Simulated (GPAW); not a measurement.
Runs of GPAW 26.7.0 on SbS2. The structure is tetragonal, space group I-42d (No. 122). The conventional cell has a = 6.061 Å, b = 6.061 Å, c = 11.595 Å, α = 90.00°, β = 90.00°, γ = 90.00°. Sb (site symmetry -4) is surrounded by 4 S at 2.50 Å. Around S (site symmetry 2) lie 2 Sb at 2.50 Å. The cell comes from a database or a generator and needn't be the stable form of this composition.

```tsv
task	level	potentials or basis	k mesh	cutoff (eV)	maxiter	convergence	mesh quality	gap on the mesh (eV)	pressure (GPa)	largest force (eV/Å)
single point	PBE	GPAW PAW data sets (gpaw-data 1.2.1), pw	5 × 5 × 5	450	120	default	not flagged	none	-0.6	(a)
single point	LDA	the program's PAW data sets (release 1.2.1) made for this functional, pw	5 × 5 × 5	450	120	default	not flagged	none	-3.1	0.32
single point	PBEsol	PAW data sets generated in the run's folder for this functional, pw	6 × 6 × 6	600	150	-	not flagged	none	(b)	0.24
single point	TB-mBJ	GPAW PAW data sets for LDA (gpaw-data 1.2.1), pw	4 × 4 × 4	600	150	-	coarse	none	-	-
```

Alike in all rows: no spin polarisation; cell as given; smearing fermi-dirac 0.05 eV.

Q: Fill in the values left out.

A: (a) 0.05; (b) -1.5.

Caveats: some runs use coarse meshes; the cutoff is short for stress and forces, so pressures can be off by a GPa or more (some runs); a model potential gives levels but no total energy (some runs); the PAW data sets were made with another functional, which shifts forces and pressure a little (some runs).

A k mesh can miss the band edges, and the runs leave out spin-orbit coupling on Sb.

A gap of «none» marks a metal or a gap under the smearing width.

Not every run made on this cell is shown here.
